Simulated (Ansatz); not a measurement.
# C2H10AsNSi: rotation by 120° about the C1–Si2 bond, part 1 of 2

How high is the barrier for the rotation by 120° about the C1–Si2 bond? Relax the two ends, then run a nudged elastic band between them. SMILES of the start: C[SiH2]N(C)[AsH2].

Method: RKS B3LYP-D4/def2-SVP, in Ansatz 0.2.0.

## Step 1: The system as given

Bond lengths: C1–Si2 1.839 Å, Si2–N3 1.801 Å, N3–C4 1.509 Å, N3–As5 1.942 Å, C1–H6 1.134 Å, C1–H7 1.071 Å, C1–H8 1.163 Å, Si2–H9 1.451 Å, Si2–H10 1.489 Å, C4–H11 1.187 Å, C4–H12 1.074 Å, C4–H13 1.084 Å, As5–H14 1.577 Å, As5–H15 1.570 Å. Angles (14 of 24 angles, heavy atoms first): C1–Si2–N3 108.6°, Si2–N3–C4 108.8°, Si2–N3–As5 109.3°, C4–N3–As5 104.3°, C1–Si2–H9 109.5°, C1–Si2–H10 107.9°, N3–Si2–H9 110.9°, N3–Si2–H10 111.4°, Si2–C1–H6 109.5°, Si2–C1–H7 112.9°, Si2–C1–H8 106.8°, N3–C4–H11 105.2°, N3–C4–H12 115.2°, N3–C4–H13 105.8°.

Coordinates:

```xyz
15

C    -1.6262    0.7588    1.1952
Si   -0.2458    0.9021   -0.0118
N     0.0517   -0.7185   -0.7400
C     0.7179   -1.5983    0.2885
As    1.3687   -0.5540   -2.1576
H    -2.5597    0.3985    0.6622
H    -1.3765    0.1557    2.0438
H    -1.8758    1.8376    1.5499
H    -0.5934    1.8722   -1.0330
H     0.9531    1.3974    0.7190
H    -0.1004   -1.7676    1.1316
H     1.6076   -1.1909    0.7313
H     0.8069   -2.5762   -0.1718
H     0.5561    0.6149   -2.8360
H     2.2938    0.4172   -1.3419
```

## Step 2: End point A

File input.yaml:

```yaml
crystal:
  periodic: [false, false, false]
  atoms:
    - { symbol: C, position_ang: [-1.6262, 0.7588, 1.1952] }
    - { symbol: Si, position_ang: [-0.2458, 0.9021, -0.0118] }
    - { symbol: "N", position_ang: [0.0517, -0.7185, -0.74] }
    - { symbol: C, position_ang: [0.7179, -1.5983, 0.2885] }
    - { symbol: As, position_ang: [1.3687, -0.554, -2.1576] }
    - { symbol: H, position_ang: [-2.5597, 0.3985, 0.6622] }
    - { symbol: H, position_ang: [-1.3765, 0.1557, 2.0438] }
    - { symbol: H, position_ang: [-1.8758, 1.8376, 1.5499] }
    - { symbol: H, position_ang: [-0.5934, 1.8722, -1.033] }
    - { symbol: H, position_ang: [0.9531, 1.3974, 0.719] }
    - { symbol: H, position_ang: [-0.1004, -1.7676, 1.1316] }
    - { symbol: H, position_ang: [1.6076, -1.1909, 0.7313] }
    - { symbol: H, position_ang: [0.8069, -2.5762, -0.1718] }
    - { symbol: H, position_ang: [0.5561, 0.6149, -2.836] }
    - { symbol: H, position_ang: [2.2938, 0.4172, -1.3419] }
basis:
  gaussian: { orbitals: def2-SVP }
hamiltonian:
  xc: b3lyp
  dispersion: d4
relax:
  f_tol: 0.015
  max_steps: 40
```

Run with:

```bash
> ansatz run input.yaml --threads 2 --pin off --max-ram 3072MiB --backend cpu --events-out ev --progress --plain --runs-dir out
```

Output, cut to the lines that bear on the results:

```text
Warning: RAYON_NUM_THREADS=2 ignored (pool sized by the plan → 2); use --threads N
[...]
Functional definition: B3LYP
[...]
1544 factors; integrals over basis functions are off by at most 3.1e-4 eV
[...]
mean field -72434.75944796 eV, -2661.9283116692 hartree, gradient 1.9e-5 eV, S^2 0.000000; 0 other end points of the search recorded, 0 dependent functions left out
[...]
reference -72434.75972214 eV, -2661.9283217451 hartree; 38, 38 occupied and 104, 104 virtual orbitals, 1544 factors
relax step   1: F+E_penalty+E_count = -72435.38927601 eV  Δ(F+E_penalty+E_count) = +0.000e0 eV  max|allowed force component| = 4.262e0 eV/Å  Δτ_max = 0.0000 Å  (27 SCF iters, accepted)
[...]
relax step   3: F+E_penalty+E_count = -72435.97135021 eV  Δ(F+E_penalty+E_count) = -1.151e-1 eV  max|allowed force component| = 6.253e-1 eV/Å  Δτ_max = 0.1360 Å  (28 SCF iters, accepted)
[...]
relax step   5: F+E_penalty+E_count = -72436.04665150 eV  Δ(F+E_penalty+E_count) = -3.023e-2 eV  max|allowed force component| = 3.468e-1 eV/Å  Δτ_max = 0.1998 Å  (28 SCF iters, accepted)
[...]
relax step   7: F+E_penalty+E_count = -72436.06286845 eV  Δ(F+E_penalty+E_count) = -6.134e-3 eV  max|allowed force component| = 5.896e-2 eV/Å  Δτ_max = 0.0862 Å  (27 SCF iters, accepted)
[...]
relax step   9: F+E_penalty+E_count = -72436.06434934 eV  Δ(F+E_penalty+E_count) = -6.036e-4 eV  max|allowed force component| = 2.591e-2 eV/Å  Δτ_max = 0.0360 Å  (27 SCF iters, accepted)
[...]
reference -72435.45436730 eV, -2661.9538494838 hartree; 38, 38 occupied and 104, 104 virtual orbitals, 1544 factors
Total energy: -72436.06481984 eV, -2661.9762832010 hartree
Atom 0 at    -1.602419     0.749269     1.266661 Å, force     0.011470     0.008542    -0.005674 eV/Å
Atom 1 at    -0.200970     1.038279     0.043569 Å, force    -0.003205    -0.011335     0.014927 eV/Å
Atom 2 at     0.407064    -0.485659    -0.574057 Å, force     0.003376     0.004899     0.004060 eV/Å
Atom 3 at     0.545125    -1.643283     0.307135 Å, force    -0.002104    -0.001601     0.007364 eV/Å
Atom 4 at     1.458445    -0.555379    -2.120852 Å, force    -0.004088     0.004254    -0.010654 eV/Å
Atom 5 at    -2.393520     0.123382     0.823959 Å, force    -0.006140    -0.003264    -0.004528 eV/Å
Atom 6 at    -1.251605     0.263704     2.191119 Å, force     0.002302    -0.001431    -0.001957 eV/Å
Atom 7 at    -2.049785     1.716640     1.549237 Å, force    -0.002233    -0.001743     0.002392 eV/Å
Atom 8 at    -0.680431     1.831403    -1.125266 Å, force     0.000407    -0.002030     0.001033 eV/Å
Atom 9 at     0.867461     1.845296     0.723435 Å, force     0.000641     0.001628    -0.004483 eV/Å
Atom 10 at    -0.360834    -1.770832     0.923030 Å, force     0.008558     0.000817    -0.002844 eV/Å
Atom 11 at     1.409365    -1.581230     1.000168 Å, force    -0.008958     0.000384    -0.008289 eV/Å
Atom 12 at     0.665121    -2.569284    -0.280785 Å, force    -0.002283     0.005685     0.005126 eV/Å
Atom 13 at     0.643956     0.470321    -2.915904 Å, force     0.007843    -0.004891    -0.001069 eV/Å
Atom 14 at     2.521026     0.516273    -1.782049 Å, force    -0.005586     0.000086     0.004598 eV/Å
Dipole moment:    -0.069723    -0.103835     0.126006 e Å
```

It took 62 s on 2 threads of Arm Neoverse V1, shared host; peak memory 0.44 GiB.

Step by step:

```tsv
step	energy from step 1 (eV)	largest force component (eV/Å)
1	0.0000	4.2623
2	-0.4670	1.2111
3	-0.5821	0.6253
4	-0.6271	0.3564
5	-0.6574	0.3468
6	-0.6675	0.2180
7	-0.6736	0.0590
8	-0.6745	0.0409
9	-0.6751	0.0259
10	-0.6753	0.0149
```

Step 1 is the start.

After: Bond lengths: C1–Si2 1.882 Å, Si2–N3 1.753 Å, N3–C4 1.461 Å, N3–As5 1.872 Å, C1–H6 1.102 Å, C1–H7 1.102 Å, C1–H8 1.103 Å, Si2–H9 1.492 Å, Si2–H10 1.502 Å, C4–H11 1.103 Å, C4–H12 1.110 Å, C4–H13 1.103 Å, As5–H14 1.532 Å, As5–H15 1.547 Å. Angles (14 of 24 angles, heavy atoms first): C1–Si2–N3 110.7°, Si2–N3–C4 120.6°, Si2–N3–As5 121.2°, C4–N3–As5 114.6°, C1–Si2–H9 110.6°, C1–Si2–H10 108.5°, N3–Si2–H9 107.3°, N3–Si2–H10 112.3°, Si2–C1–H6 111.1°, Si2–C1–H7 112.1°, Si2–C1–H8 109.5°, N3–C4–H11 110.5°, N3–C4–H12 113.9°, N3–C4–H13 110.7°.

## Step 3: End point B

The second end starts from a geometry with the move made by hand.

File input.yaml:

```yaml
crystal:
  periodic: [false, false, false]
  atoms:
    - { symbol: C, position_ang: [-1.6262, 0.7588, 1.1952] }
    - { symbol: Si, position_ang: [-0.2458, 0.9021, -0.0118] }
    - { symbol: "N", position_ang: [-0.71751, 2.08382, -1.28701] }
    - { symbol: C, position_ang: [-1.75534, 1.44815, -2.17837] }
    - { symbol: As, position_ang: [0.79631, 2.40022, -2.46148] }
    - { symbol: H, position_ang: [-2.5597, 0.3985, 0.6622] }
    - { symbol: H, position_ang: [-1.3765, 0.1557, 2.0438] }
    - { symbol: H, position_ang: [-1.8758, 1.8376, 1.5499] }
    - { symbol: H, position_ang: [0.95626, 1.33501, 0.67551] }
    - { symbol: H, position_ang: [0.00206, -0.44829, -0.58779] }
    - { symbol: H, position_ang: [-2.71463, 1.3119, -1.49259] }
    - { symbol: H, position_ang: [-1.47846, 0.4988, -2.5975] }
    - { symbol: H, position_ang: [-2.05718, 2.21991, -2.87792] }
    - { symbol: H, position_ang: [1.73828, 2.70992, -1.23525] }
    - { symbol: H, position_ang: [1.20494, 0.88611, -2.53151] }
basis:
  gaussian: { orbitals: def2-SVP }
hamiltonian:
  xc: b3lyp
  dispersion: d4
relax:
  f_tol: 0.015
  max_steps: 40
```

Run with:

```bash
> ansatz run input.yaml --threads 2 --pin off --max-ram 3072MiB --backend cpu --events-out ev --progress --plain --runs-dir out
```

Output, cut to the lines that bear on the results:

```text
Warning: RAYON_NUM_THREADS=2 ignored (pool sized by the plan → 2); use --threads N
[...]
Functional definition: B3LYP
[...]
1544 factors; integrals over basis functions are off by at most 4.9e-4 eV
[...]
mean field -72434.74781962 eV, -2661.9278843357 hartree, gradient 1.7e-5 eV, S^2 0.000000; 0 other end points of the search recorded, 0 dependent functions left out
[...]
reference -72434.74809349 eV, -2661.9278943999 hartree; 38, 38 occupied and 104, 104 virtual orbitals, 1544 factors
relax step   1: F+E_penalty+E_count = -72435.37944627 eV  Δ(F+E_penalty+E_count) = +0.000e0 eV  max|allowed force component| = 3.395e0 eV/Å  Δτ_max = 0.0000 Å  (27 SCF iters, accepted)
[...]
relax step   3: F+E_penalty+E_count = -72435.97367921 eV  Δ(F+E_penalty+E_count) = -1.182e-1 eV  max|allowed force component| = 8.700e-1 eV/Å  Δτ_max = 0.1405 Å  (28 SCF iters, accepted)
[...]
Atom 5 at    -2.541897     0.157185     0.724788 Å, force    -0.000494    -0.000847     0.000567 eV/Å
Atom 6 at    -1.447522     0.275235     2.120578 Å, force     0.001920    -0.001047     0.000081 eV/Å
Atom 7 at    -2.082482     1.761119     1.364098 Å, force     0.000072    -0.000047     0.000701 eV/Å
Atom 8 at     0.933416     1.460462     0.706631 Å, force     0.000511    -0.000243     0.000949 eV/Å
Atom 9 at     0.213489    -0.630829    -0.253496 Å, force     0.001091    -0.000066    -0.000012 eV/Å
Atom 10 at    -2.671025     1.595263    -1.362963 Å, force     0.001034    -0.000261     0.000719 eV/Å
Atom 11 at    -1.969967     0.593910    -2.658491 Å, force     0.001657     0.000348    -0.001679 eV/Å
Atom 12 at    -2.011363     2.367127    -2.814174 Å, force    -0.000965    -0.000962    -0.000745 eV/Å
Atom 13 at     1.726462     2.801559    -1.391502 Å, force    -0.002306    -0.004235    -0.001849 eV/Å
Atom 14 at     1.658310     1.041190    -2.699590 Å, force    -0.000888     0.008196     0.002365 eV/Å
Dipole moment:    -0.176309    -0.004062     0.013065 e Å
```

Run time: 66 s. Hardware: 2 threads of Arm Neoverse V1, shared host; peak memory 0.44 GiB.

The steps of the relaxation:

```tsv
step	energy from step 1 (eV)	largest force component (eV/Å)
1	0.0000	3.3954
2	-0.4761	1.1868
3	-0.5942	0.8700
4	-0.6341	0.6723
5	-0.6719	0.2514
6	-0.6805	0.0596
7	-0.6835	0.0373
8	-0.6846	0.0285
9	-0.6849	0.0180
10	-0.6850	0.0255
11	-0.6851	0.0094
```

Step 1 is the start.

After: Bond lengths: C1–Si2 1.882 Å, Si2–N3 1.753 Å, N3–C4 1.461 Å, N3–As5 1.872 Å, C1–H6 1.102 Å, C1–H7 1.103 Å, C1–H8 1.102 Å, Si2–H9 1.492 Å, Si2–H10 1.502 Å, C4–H11 1.103 Å, C4–H12 1.109 Å, C4–H13 1.103 Å, As5–H14 1.532 Å, As5–H15 1.547 Å. Angles (14 of 24 angles, heavy atoms first): C1–Si2–N3 110.7°, Si2–N3–C4 120.5°, Si2–N3–As5 121.4°, C4–N3–As5 114.6°, C1–Si2–H9 110.6°, C1–Si2–H10 108.6°, N3–Si2–H9 107.2°, N3–Si2–H10 112.3°, Si2–C1–H6 112.0°, Si2–C1–H7 109.7°, Si2–C1–H8 111.0°, N3–C4–H11 110.6°, N3–C4–H12 113.9°, N3–C4–H13 110.7°.

## Step 4: Nudged elastic band

crystal.atoms is end A as relaxed above, and neb.final_atoms is end B, turned to lie on A. With 9 inner images the band has 11 in all.

File input.yaml:

```yaml
crystal:
  periodic: [false, false, false]
  atoms:
    - { symbol: C, position_ang: [-1.602419, 0.749269, 1.266661] }
    - { symbol: Si, position_ang: [-0.20097, 1.038279, 0.043569] }
    - { symbol: "N", position_ang: [0.407064, -0.485659, -0.574057] }
    - { symbol: C, position_ang: [0.545125, -1.643283, 0.307135] }
    - { symbol: As, position_ang: [1.458445, -0.555379, -2.120852] }
    - { symbol: H, position_ang: [-2.39352, 0.123382, 0.823959] }
    - { symbol: H, position_ang: [-1.251605, 0.263704, 2.191119] }
    - { symbol: H, position_ang: [-2.049785, 1.71664, 1.549237] }
    - { symbol: H, position_ang: [-0.680431, 1.831403, -1.125266] }
    - { symbol: H, position_ang: [0.867461, 1.845296, 0.723435] }
    - { symbol: H, position_ang: [-0.360834, -1.770832, 0.92303] }
    - { symbol: H, position_ang: [1.409365, -1.58123, 1.000168] }
    - { symbol: H, position_ang: [0.665121, -2.569284, -0.280785] }
    - { symbol: H, position_ang: [0.643956, 0.470321, -2.915904] }
    - { symbol: H, position_ang: [2.521026, 0.516273, -1.782049] }
basis:
  gaussian: { orbitals: def2-SVP }
hamiltonian:
  xc: b3lyp
  dispersion: d4
neb:
  order_check: false
  images: 9
  f_tol: 0.03
  max_iterations: 32
  initial_path: idpp
  final_atoms:
    - { symbol: C, position_ang: [-1.56779357, 0.76170963, 1.30200899] }
    - { symbol: Si, position_ang: [-0.13760915, 1.04392562, 0.11198448] }
    - { symbol: "N", position_ang: [0.3842614, -0.47113548, -0.59831381] }
    - { symbol: C, position_ang: [0.45732905, -1.6838571, 0.21402252] }
    - { symbol: As, position_ang: [1.42619917, -0.51201074, -2.15259605] }
    - { symbol: H, position_ang: [-1.25853417, 0.1903607, 2.19160663] }
    - { symbol: H, position_ang: [-1.95833714, 1.73214926, 1.6503248] }
    - { symbol: H, position_ang: [-2.39073161, 0.21898837, 0.80969016] }
    - { symbol: H, position_ang: [-0.55586127, 1.93631746, -1.0075412] }
    - { symbol: H, position_ang: [0.96984499, 1.74032764, 0.8491885] }
    - { symbol: H, position_ang: [-0.45138143, -1.79330029, 0.82887403] }
    - { symbol: H, position_ang: [1.32643181, -1.71242052, 0.90250464] }
    - { symbol: H, position_ang: [0.51930094, -2.57990372, -0.42650326] }
    - { symbol: H, position_ang: [0.66922705, 0.59815195, -2.88852415] }
    - { symbol: H, position_ang: [2.54565293, 0.47959723, -1.75732628] }
```

Run with:

```bash
> ansatz run input.yaml --threads 2 --pin off --max-ram 3072MiB --backend cpu --events-out ev --progress --plain --runs-dir out
```

Output, cut to the lines that bear on the results:

```text
Warning: RAYON_NUM_THREADS=2 ignored (pool sized by the plan → 2); use --threads N
[...]
Functional definition: B3LYP
[...]
1544 factors; integrals over basis functions are off by at most 3.3e-4 eV
[...]
mean field -72435.45408350 eV, -2661.9538390545 hartree, gradient 2.0e-5 eV, S^2 0.000000; 0 other end points of the search recorded, 0 dependent functions left out
[...]
reference -72435.45436694 eV, -2661.9538494708 hartree; 38, 38 occupied and 104, 104 virtual orbitals, 1544 factors
1544 factors; integrals over basis functions are off by at most 7.4e-4 eV
[...]
mean field -72435.45414447 eV, -2661.9538412948 hartree, gradient 2.0e-5 eV, S^2 0.000000; 0 other end points of the search recorded, 0 dependent functions left out
[...]
reference -72435.45442685 eV, -2661.9538516722 hartree; 38, 38 occupied and 104, 104 virtual orbitals, 1544 factors
[...]
Atom 5 at    -1.968602    -0.260926     1.251937 Å, force     0.001605    -0.001625    -0.002097 eV/Å
Atom 6 at    -1.441943     1.028778     2.362817 Å, force     0.000224    -0.001663    -0.002402 eV/Å
Atom 7 at    -2.411821     1.424522     0.922255 Å, force     0.001484    -0.001769    -0.000045 eV/Å
Atom 8 at    -0.223151     2.087958    -0.742386 Å, force    -0.003773    -0.001528    -0.001785 eV/Å
Atom 9 at     1.088487     1.434872     1.173712 Å, force    -0.001017    -0.003600     0.002975 eV/Å
Atom 10 at    -0.335527    -1.809070     0.857182 Å, force    -0.000926    -0.001745    -0.000043 eV/Å
Atom 11 at     1.431950    -1.832023     0.658071 Å, force    -0.001250     0.000670    -0.000066 eV/Å
Atom 12 at     0.377438    -2.574840    -0.572325 Å, force     0.000446     0.001229     0.000128 eV/Å
Atom 13 at     0.527349     0.777224    -2.834250 Å, force    -0.010546    -0.004099    -0.004767 eV/Å
Atom 14 at     2.473912     0.473942    -1.877144 Å, force     0.006588    -0.007430     0.002282 eV/Å
Dipole moment:    -0.086305    -0.097924     0.090527 e Å
this run last wrote the band of iteration 11 to <dir>
```

It took 9.2 min on 2 threads of Arm Neoverse V1, shared host; peak memory 0.45 GiB.

## Step 5: The band, image by image

The 9 inner images lie between the fixed ends 0 and 10. Energy is taken from image 0, and the path length is the program's own coordinate along the band.

```tsv
image	path (Å)	energy (eV)	dihedral H8–C1–Si2–N3 (°)	band force (eV/Å)
0	0.000	0.0000	-173	-
1	0.369	0.0046	-165	0.029
2	0.737	0.0213	-153	0.027
3	1.106	0.0445	-140	0.017
4	1.475	0.0643	-127	0.013
5*	1.843	0.0720	-114	0.014
6	2.326	0.0600	-97	0.010
7	2.809	0.0336	-81	0.012
8	3.291	0.0120	-66	0.008
9	3.774	0.0029	-57	0.007
10	4.257	0.0000	-54	-
```

The star marks the climbing image.

image, energy (eV) and a bar:
```
        0      0.000 
        1      0.005 ##
        2      0.021 #########
        3      0.045 ###################
        4      0.064 ###########################
        5      0.072 ##############################
        6      0.060 #########################
        7      0.034 ##############
        8      0.012 #####
        9      0.003 #
       10      0.000
```

How the highest energy settled:

```tsv
iteration	highest image above image 0 (eV)	largest band force (eV/Å)
1	0.1625	0.522
2	0.0848	0.277
3	0.0781	0.071
4	0.0768	0.050
5	0.0756	0.064
6	0.0744	0.048
7	0.0735	0.044
8	0.0728	0.038
9	0.0723	0.056
10	0.0721	0.050
11	0.0720	0.029
```

The band as a trajectory file:

```xyz
15
image=0 dE=0.0000
C    -1.602    0.749    1.267
Si   -0.201    1.038    0.044
N     0.407   -0.486   -0.574
C     0.545   -1.643    0.307
As    1.458   -0.555   -2.121
H    -2.394    0.123    0.824
H    -1.252    0.264    2.191
H    -2.050    1.717    1.549
H    -0.680    1.831   -1.125
H     0.867    1.845    0.723
H    -0.361   -1.771    0.923
H     1.409   -1.581    1.000
H     0.665   -2.569   -0.281
H     0.644    0.470   -2.916
H     2.521    0.516   -1.782
15
image=1 dE=0.0046
C    -1.623    0.746    1.253
Si   -0.161    1.041    0.102
N     0.413   -0.473   -0.568
C     0.557   -1.648    0.287
As    1.401   -0.546   -2.156
H    -2.350    0.056    0.795
H    -1.313    0.329    2.224
H    -2.137    1.701    1.450
H    -0.564    1.901   -1.047
H     0.904    1.778    0.861
H    -0.293   -1.722    0.986
H     1.484   -1.650    0.896
H     0.559   -2.574   -0.313
H     0.594    0.522   -2.899
H     2.508    0.487   -1.840
15
image=2 dE=0.0213
C    -1.623    0.748    1.259
Si   -0.125    1.041    0.151
N     0.411   -0.463   -0.571
C     0.543   -1.663    0.252
As    1.360   -0.522   -2.184
H    -2.258   -0.057    0.855
H    -1.339    0.485    2.290
H    -2.234    1.665    1.305
H    -0.469    1.957   -0.973
H     0.950    1.709    0.959
H    -0.287   -1.727    0.975
H     1.487   -1.707    0.832
H     0.498   -2.575   -0.369
H     0.565    0.585   -2.882
H     2.501    0.473   -1.870
15
image=3 dE=0.0445
C    -1.620    0.756    1.272
Si   -0.094    1.035    0.193
N     0.397   -0.459   -0.582
C     0.523   -1.681    0.209
As    1.327   -0.492   -2.206
H    -2.162   -0.151    0.961
H    -1.369    0.663    2.340
H    -2.313    1.607    1.164
H    -0.385    2.005   -0.900
H     0.998    1.627    1.037
H    -0.296   -1.750    0.945
H     1.476   -1.753    0.773
H     0.454   -2.577   -0.432
H     0.548    0.649   -2.866
H     2.493    0.469   -1.877
15
image=4 dE=0.0643
C    -1.615    0.767    1.287
Si   -0.064    1.025    0.233
N     0.378   -0.455   -0.596
C     0.500   -1.698    0.162
As    1.297   -0.459   -2.227
H    -2.066   -0.220    1.095
H    -1.405    0.846    2.365
H    -2.372    1.526    1.035
H    -0.301    2.050   -0.822
H     1.045    1.533    1.109
H    -0.312   -1.778    0.904
H     1.457   -1.792    0.715
H     0.416   -2.577   -0.500
H     0.535    0.713   -2.851
H     2.483    0.470   -1.880
15
image=5 dE=0.0720
C    -1.605    0.778    1.303
Si   -0.036    1.012    0.272
N     0.357   -0.451   -0.612
C     0.473   -1.715    0.113
As    1.271   -0.425   -2.247
H    -1.969   -0.261    1.252
H    -1.442    1.029    2.363
H    -2.412    1.425    0.922
H    -0.223    2.088   -0.742
H     1.088    1.435    1.174
H    -0.336   -1.809    0.857
H     1.432   -1.832    0.658
H     0.377   -2.575   -0.572
H     0.527    0.777   -2.834
H     2.474    0.474   -1.877
15
image=6 dE=0.0600
C    -1.593    0.790    1.317
Si   -0.003    0.996    0.316
N     0.339   -0.444   -0.627
C     0.439   -1.731    0.059
As    1.238   -0.387   -2.269
H    -1.842   -0.271    1.476
H    -1.503    1.263    2.308
H    -2.443    1.254    0.793
H    -0.133    2.126   -0.647
H     1.127    1.319    1.251
H    -0.366   -1.836    0.805
H     1.400   -1.878    0.594
H     0.326   -2.568   -0.651
H     0.521    0.850   -2.812
H     2.470    0.465   -1.883
15
image=7 dE=0.0336
C    -1.572    0.797    1.334
Si    0.029    0.981    0.355
N     0.331   -0.434   -0.637
C     0.397   -1.746    0.006
As    1.218   -0.350   -2.284
H    -1.711   -0.229    1.710
H    -1.572    1.471    2.206
H    -2.444    1.046    0.707
H    -0.057    2.152   -0.563
H     1.157    1.227    1.315
H    -0.413   -1.857    0.745
H     1.352   -1.933    0.539
H     0.268   -2.556   -0.732
H     0.525    0.918   -2.786
H     2.472    0.462   -1.884
15
image=8 dE=0.0120
C    -1.541    0.791    1.361
Si    0.057    0.972    0.381
N     0.332   -0.423   -0.645
C     0.338   -1.757   -0.046
As    1.225   -0.316   -2.287
H    -1.568   -0.144    1.942
H    -1.640    1.626    2.074
H    -2.415    0.804    0.690
H    -0.016    2.165   -0.509
H     1.188    1.184    1.346
H    -0.500   -1.866    0.662
H     1.269   -1.992    0.509
H     0.209   -2.536   -0.815
H     0.552    0.973   -2.765
H     2.489    0.469   -1.867
15
image=9 dE=0.0029
C    -1.489    0.763    1.411
Si    0.062    0.983    0.369
N     0.325   -0.409   -0.664
C     0.250   -1.755   -0.099
As    1.281   -0.295   -2.269
H    -1.401   -0.077    2.119
H    -1.673    1.675    2.002
H    -2.369    0.585    0.771
H    -0.075    2.170   -0.522
H     1.224    1.234    1.287
H    -0.634   -1.853    0.553
H     1.137   -2.037    0.504
H     0.144   -2.511   -0.896
H     0.653    1.018   -2.747
H     2.542    0.458   -1.788
15
image=10 dE=0.0000
C    -1.492    0.750    1.394
Si   -0.063    1.037    0.204
N     0.342   -0.442   -0.644
C     0.343   -1.723    0.060
As    1.357   -0.419   -2.217
H    -1.211    0.085    2.225
H    -1.810    1.711    1.832
H    -2.358    0.309    0.874
H    -0.435    2.050   -0.827
H     1.100    1.591    0.975
H    -0.562   -1.824    0.682
H     1.218   -1.870    0.726
H     0.334   -2.562   -0.656
H     0.668    0.800   -2.840
H     2.547    0.457   -1.761
```

(Continued in part 2 of 2.)
